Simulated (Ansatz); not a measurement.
# C3HN3Si: one species, many methods

Aim: compute C3HN3Si with functionals from several rungs and with coupled cluster, and see how far each lands from CCSD(T) at the basis-set limit for the atomisation energy.

Program: Ansatz 0.2.0, Gaussian basis. Level of theory: functionals in def2-TZVPP, the program's frozen cores in correlated methods. These are calculated values, not measurements.

The runs, in order: LDA (SPW92), PBE-D4, revPBE-D4, BLYP-D4, r2SCAN-D4, B97M-V, PBE0-D4, B3LYP-D4, r2SCANh-D4, r2SCAN0-D4, HSE06-D4, BHLYP-D4, CAM-B3LYP-D4, LC-ωPBE, ωB97X-V, ωB97M-V, B2PLYP, PBE-QIDH; CCSD(T)/def2-SVP; CCSD(T)/def2-TZVPP; MP2/def2-QZVPP; extrapolation to the limit; RPA on PBE.

## (1) The geometry

An earlier PBE0-D4 in a triple-zeta def2 set relaxation fixed the geometry.

SMILES `N#C[SiH](C#N)C#N`, 8 atoms, charge 0, spin multiplicity 1.

Atoms are counted from 1 here; the program's logs count them from 0.

Bond lengths: N1–C2 1.151 Å, C2–Si3 1.830 Å, Si3–C4 1.830 Å, Si3–C6 1.830 Å, Si3–H8 1.470 Å, C4–N5 1.151 Å, C6–N7 1.151 Å. Angles: N1–C2–Si3 178.6°, C2–Si3–C4 108.2°, C2–Si3–C6 108.2°, C2–Si3–H8 110.7°, C4–Si3–C6 108.2°, C4–Si3–H8 110.7°, C6–Si3–H8 110.7°, Si3–C4–N5 178.5°, Si3–C6–N7 178.7°.

## (2) LDA

This LDA is Slater exchange with PW92 correlation.

in.yaml

```yaml
crystal:
  periodic: [false, false, false]
  atoms:
    - {symbol: N, position_ang: [2.394749, -1.582406, -0.120631]}
    - {symbol: C, position_ang: [1.378117, -1.059047, 0.010323]}
    - {symbol: Si, position_ang: [-0.252128, -0.260109, 0.244223]}
    - {symbol: C, position_ang: [-0.998548, 0.012943, -1.404710]}
    - {symbol: N, position_ang: [-1.492642, 0.168122, -2.432516]}
    - {symbol: C, position_ang: [0.017410, 1.371792, 1.028411]}
    - {symbol: N, position_ang: [0.171593, 2.390018, 1.542258]}
    - {symbol: H, position_ang: [-1.126351, -1.098313, 1.076843]}
basis:
  gaussian: {orbitals: def2-TZVPP}
hamiltonian: {xc: lda}
output: {orbitals: {seedname: orbitals}}
```

Further steps of the session: PBE-D4 (GGA); revPBE-D4 (GGA); BLYP-D4 (GGA); r2SCAN-D4 (meta-GGA); B97M-V (meta-GGA); PBE0-D4 (hybrid); B3LYP-D4 (hybrid); r2SCANh-D4 (hybrid); r2SCAN0-D4 (hybrid); HSE06-D4 (hybrid); BHLYP-D4 (hybrid); CAM-B3LYP-D4 (range-separated); LC-ωPBE-D4 (range-separated); ωB97X-V (range-separated); ωB97M-V (range-separated); B2PLYP (double hybrid); PBE-QIDH (double hybrid); CCSD(T) in def2-SVP; CCSD(T) in def2-TZVPP; MP2 in def2-QZVPP; RPA on PBE orbitals.

Q: Predict the results of all the runs planned. Wanted: atomisation energy, CCSD(T)/CBS; farthest beyond LDA; mean size of error, GGA; mean size of error, meta-GGA; mean size of error, hybrid; mean size of error, range-separated; mean size of error, double hybrid; gap, smallest and largest; T1 diagnostic.

The runs gave:

| quantity | value |
| --- | --- |
| atomisation energy, CCSD(T)/CBS | 934.0 kcal/mol |
| functionals within 4.7 kcal/mol (0.5 %) | r2SCAN-D4, B97M-V, CAM-B3LYP-D4, LC-ωPBE, B2PLYP |
| farthest beyond LDA | BHLYP-D4 (-51.7 kcal/mol) |
| mean size of error, GGA | 32.4 kcal/mol |
| mean size of error, meta-GGA | 2.7 kcal/mol |
| mean size of error, hybrid | 21.4 kcal/mol |
| mean size of error, range-separated | 5.0 kcal/mol |
| mean size of error, double hybrid | 5.3 kcal/mol |
| gap, smallest and largest | 6.00 eV (LDA (SPW92)), 13.69 eV (LC-ωPBE) |
| T1 diagnostic | 0.0146 |
| triples share of the correlation energy | 5.2 % |

What this shows: The LDA atomisation energy is off by 158.4 kcal/mol (17 %): it overbinds. PBE-D4 misses by +51.0 kcal/mol. Double hybrids carry the basis error of their MP2 part in triple zeta, and no dispersion term here, so their miss is partly the set-up's. Taken by rung, meta-GGA functionals do best (2.7 kcal/mol on average) and GGA ones worst beyond LDA (32.4 kcal/mol). The gap between the best rungs is small, so their order is not settled. The reference freezes the cores and leaves out relativity and excitations past (T), so misses under about 4.7 kcal/mol can't be ranked. Hartree-Fock recovers 64 % of the binding; the rest is correlation. CCSD(T) in def2-SVP is off by -59.1 kcal/mol, so the small basis spoils what the method gains. Orbital gaps span 6.0 to 13.7 eV; exact exchange widens them.
